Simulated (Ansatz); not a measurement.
Pt2W:

```
Pt W
1.0
    -1.38637    1.98220    4.15326
     1.38637   -1.98220    4.15326
     1.38637    1.98220   -4.15326
Pt W
2 1
Cartesian
  0.0000 0.0000 2.7974
  0.0000 0.0000 5.5091
  0.0000 0.0000 0.0000
```

The cell comes from a database or a generator and needn't be the stable form of this composition.

```yaml
Program: Ansatz 0.2.0
Task: relaxation of cell and atoms
Functional: PBEsol
Potentials_or_basis: Ansatz PAW
Cutoff: "420 eV (not typed: the program's choice for these potentials)"
k_mesh: 12 × 12 × 12
Occupations: fermi-dirac, width 0.05 eV
Spin: no spin polarisation
```

At the start: volume 15.22 Å³/atom.

Q: Where does the relaxation end?

A: It ends after 5 steps and the volume is 14.97 Å³/atom (-1.6 %); space group Immm (No. 71, to 0.05 Å).

Step by step:
```csv
step,energy change (eV),largest force (eV/Å),volume (Å³)
1,0.0000,0.0126,45.65
2,-0.0132,0.0050,44.96
3,-0.0133,0.0065,44.90
4,-0.0133,0.0017,44.90
5,-0.0130,0.0017,44.90
```

Final structure:
```
Pt W
1.0
    -1.38264    1.96479    4.13244
     1.38264   -1.96479    4.13244
     1.38264    1.96479   -4.13244
Pt W
2 1
Direct
  0.33669 0.33669 0.00000
  0.66331 0.66331 0.00000
  0.00000 0.00000 0.00000
```

Caveat: the plane-wave basis is chosen anew once the cell has moved, so the energies of steps on either side of that aren't comparable; the PAW data sets come from PBE, with cores solved anew for the run's functional, which leaves a small shift of forces and pressure.
